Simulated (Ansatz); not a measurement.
Task: a comparison of dispersion corrections of BBrFH5Si2, SMILES FB(Br)[SiH2][SiH3], with the Python package of Ansatz (0.2.0). Give the script and its output. Level of theory (for the species named): r2SCAN, def2-SVP basis, multiplicity 1, D3BJ dispersion.

```
atom    x (Å)    y (Å)    z (Å)
   F   2.1213  -1.5909   0.3244
   B   0.7450  -1.6458  -0.2563
  Br  -0.1943  -3.4169  -0.3886
  Si  -0.0865  -0.0345  -0.8751
  Si  -0.3906   1.3624   0.8219
   H   0.6319   0.6081  -1.9343
   H  -1.4607  -0.4016  -1.3899
   H  -1.0415   2.6024   0.3732
   H  -1.1794   0.7429   1.9411
   H   0.9378   1.7226   1.3867
```

`disp_bbrfh5si2.py`:
```python
import ansatz as az

BASIS = "def2-SVP"


def main() -> None:
    geometry_ang = [
        ("F", [2.1213, -1.5909, 0.3244]),
        ("B", [0.745, -1.6458, -0.2563]),
        ("Br", [-0.1943, -3.4169, -0.3886]),
        ("Si", [-0.0865, -0.0345, -0.8751]),
        ("Si", [-0.3906, 1.3624, 0.8219]),
        ("H", [0.6319, 0.6081, -1.9343]),
        ("H", [-1.4607, -0.4016, -1.3899]),
        ("H", [-1.0415, 2.6024, 0.3732]),
        ("H", [-1.1794, 0.7429, 1.9411]),
        ("H", [0.9378, 1.7226, 1.3867]),
    ]
    mol = az.Crystal.molecule()
    for symbol, xyz in geometry_ang:
        mol = mol.atom(symbol, xyz)

    job = mol.calculation().basis(gaussian=BASIS)
    for name in ["r2scan", "pbe"]:
        for correction in ("d3bj", "d4"):
            rep = job.functional(name, dispersion=correction).run(threads=1, backend="cpu").report
            print(f"{name:8s} {correction:5s} total {rep['free_energy_ev']:.5f} eV, of which dispersion {1000 * rep['dispersion']['energy']['ev']:.2f} meV")


if __name__ == "__main__":
    main()
```

```console
$ python disp_bbrfh5si2.py
DeckWarning: the engine holds no damping parameters fitted to this dispersion correction and functional, so the run takes those fitted to r2scan beside the three-body term, which d3bj leaves out (hamiltonian.dispersion, under Limitations)
r2scan   d3bj  total -89258.20219 eV, of which dispersion -75.56 meV
r2scan   d4    total -89258.18987 eV, of which dispersion -63.25 meV
pbe      d3bj  total -89239.06381 eV, of which dispersion -254.88 meV
pbe      d4    total -89239.06904 eV, of which dispersion -260.11 meV
```
(Warnings from the package without file and line.)

What to keep in mind:
- Total energies depend on the basis set; only differences at equal settings carry meaning.
- The geometry is a force-field or estimated start, not a minimum of this method, and the basis set is short of its limit. D4 holds the three-body term, and d3bj doesn't.
- A dispersion term here runs with damping parameters fitted for another variant or functional.
- Run time: 20 s on 1 thread of Arm Neoverse V2 (shared host), peak memory 0.25 GiB.
